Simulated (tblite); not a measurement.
# B8H12P8 ((4,2) BP nanotube piece): the cost of one run

Computed with tblite 0.8.0 and PySCF 2.14.0 and routines of our own; the level stands in each step. Atoms count from 0.

## 1. The system as given

28 atoms, charge 0, multiplicity 1; geometry from: force field, distance geometry or constructed start.

## 2. Geometry optimisation with GFN2-xTB

Job settings and geometry (Å):

```
{"job": {"kind": "relax", "xc": "GFN2-xTB", "basis": "xTB"}, "charge": 0, "multiplicity": 1}
B      2.650300     0.602000     0.717900
P      1.688600     2.124000     0.361000
B      1.182500     2.442400    -1.388800
P     -0.604500     2.649800    -1.747500
B      0.602800     2.644200     1.777500
P     -1.180600     2.444200     1.420000
B     -1.691700     2.123100    -0.338400
P     -2.642000     0.606500    -0.685200
B     -2.642700    -0.605900     0.719100
P     -1.694600    -2.122200     0.369500
B     -1.179400    -2.445900    -1.391900
P      0.601300    -2.647400    -1.741300
B     -0.607200    -2.644700     1.779100
P      1.179500    -2.445300     1.419900
B      1.689600    -2.116300    -0.334900
P      2.643500    -0.603200    -0.680400
H      3.201300     0.414800     1.732300
H      1.970600     2.514000    -2.246700
H     -1.098500     3.146900    -2.949600
H      1.019600     3.063900     2.788700
H     -2.130100     2.535500     2.448300
H     -3.311000     0.376900    -1.897700
H     -3.197500    -0.408300     1.738000
H     -1.975900    -2.521700    -2.247200
H      1.098400    -3.142500    -2.951200
H     -1.022900    -3.063900     2.788500
H      2.128500    -2.529400     2.446100
H      3.309500    -0.374800    -1.896300
```

The run is started by

```sh
OMP_NUM_THREADS=1 python large_run.py task.json out
```

This one command runs all jobs of the session in turn.

Q: Estimate the wall time and peak memory of this first job on 1 thread of Arm Neoverse V1, shared host.

About 3.4 s, with a peak of 0.16 GiB.
